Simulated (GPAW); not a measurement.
The system is GeCN2.

```
Ge N C
1.0
     1.79379    1.03565    4.92196
    -1.79379    1.03565    4.92196
     0.00000   -2.07129    4.92196
Ge N C
1 2 1
Direct
  0.00000 0.00000 0.00000
  0.58390 0.58390 0.58390
  0.41610 0.41610 0.41610
  0.50000 0.50000 0.50000
```

The cell comes from a database or a generator and needn't be the stable form of this composition.

Program: GPAW 26.7.0. Alike in all runs: no spin polarisation; cell as given; k mesh 6 × 6 × 6; cutoff (eV) 800; smearing fermi-dirac 0.05 eV.

Task: Order these runs on this cell by their band gap on the k mesh, lowest first.
A. level LDA; potentials or basis the program's PAW data sets (release 1.2.1) made for this functional, pw; band path GLB1,BZGX,QFP1Z,LP; band points 60
B. level r2SCAN; potentials or basis GPAW PAW data sets (gpaw-data 1.2.1), pw; band path GLB1,BZGX,QFP1Z,LP; band points 60
C. level TB-mBJ; potentials or basis GPAW PAW data sets for LDA (gpaw-data 1.2.1), pw

Result: A (0.90 eV), B (1.15 eV), C (1.81 eV).

Caveats: a model potential gives levels but no total energy (some runs).

A k mesh can miss the band edges.

Not every run made on this cell is shown here.
